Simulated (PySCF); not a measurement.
**BeZn at other levels of theory**

Starting from one script, swap the method and compare what comes out for BeZn.

Method: each script names its method and basis; program: PySCF 2.14.0.

4 further runs of the same task are left out: 4 that didn't finish.

## (1) The starting structure

BeZn: 2 atoms, charge 0, spin multiplicity 1.

Bond lengths: Be1–Zn2 2.150 Å.

## (2) The run that the others are compared with

Input file input.py:

```python
from pyscf import gto, dft

mol = gto.M(
    atom='Be 0 0 0; Zn 0 0 2.15',
    basis='6-31g*',
    charge=0,
    spin=0,
    verbose=4,
)
mf = dft.RKS(mol, xc='bp86')
mf.kernel()
mf.analyze()
print('orbital energies (hartree):', mf.mo_energy[..., max(0, mol.nelec[1]-3):mol.nelec[0]+3].round(4))
```

Started as:

```bash
$ OMP_NUM_THREADS=1 python input.py
```

## (3) ROKS

Run 1 changes SCF type: RKS → ROKS.

Changes to input.py since step 2:

```diff
@@ -9,3 +9,3 @@
 )
-mf = dft.RKS(mol, xc='bp86')
+mf = dft.ROKS(mol, xc='bp86')
 mf.kernel()
```

## (4) M06

Run 2 changes functional: bp86 → m06.

Changes to input.py since step 2:

```diff
@@ -9,3 +9,3 @@
 )
-mf = dft.RKS(mol, xc='bp86')
+mf = dft.RKS(mol, xc='m06')
 mf.kernel()
```

## (5) Geometry optimisation

Run 3 changes step after the SCF: analyze → optimize.

Input file input.py:

```python
from pyscf import gto, dft
from pyscf.geomopt.geometric_solver import optimize

mol = gto.M(
    atom='Be 0 0 0; Zn 0 0 2.15',
    basis='6-31g*',
    charge=0,
    spin=0,
    verbose=4,
)
mf = dft.RKS(mol, xc='bp86')
mf.kernel()
g = mf.nuc_grad_method()
g.grid_response = True
mol_eq = optimize(g.as_scanner(), maxsteps=30)
print('optimised geometry (angstrom)')
print(mol_eq.tostring('raw'))
print('orbital energies (hartree):', mf.mo_energy[..., max(0, mol.nelec[1]-3):mol.nelec[0]+3].round(4))
```

## (6) O3lyp

Run 4 changes functional: bp86 → o3lyp.

Changes to input.py since step 2:

```diff
@@ -9,3 +9,3 @@
 )
-mf = dft.RKS(mol, xc='bp86')
+mf = dft.RKS(mol, xc='o3lyp')
 mf.kernel()
```

Q: Predict the outcome of this session. Wanted: for each run, E(SCF); from base; gap; SCF dipole; after the SCF.

As calculated:

| run | E(SCF) (hartree) | from base (eV) | cycles | gap (eV) | SCF dipole (D) | after the SCF |
| --- | --- | --- | --- | --- | --- | --- |
| base | -1793.950735 | 0 | 9 | 1.50 | 0.40 | n/a |
| ROKS | -1793.950735 | 0.0000 | 9 | n/a | 0.40 | n/a |
| m06 | -1793.671578 | not comparable | 8 | 2.89 | 0.09 | n/a |
| geometry optimisation | -1793.950735 | 0.0000 | 9 | 1.50 | n/a | bond 2.382 Å, -0.086 eV |
| o3lyp | -1794.067633 | not comparable | 8 | 2.10 | 0.51 | n/a |

SCF columns refer to the geometry typed in the script.

No change of the SCF energy comes from ROKS. The gap between the frontier levels is 1.5 eV with bp86 (0 % exact exchange) and 2.9 eV with m06 (27 %): exact exchange opens it. A lower total energy from another functional means nothing by itself. The dearest run is “geometry optimisation”, at 35 s against 3.5 s.
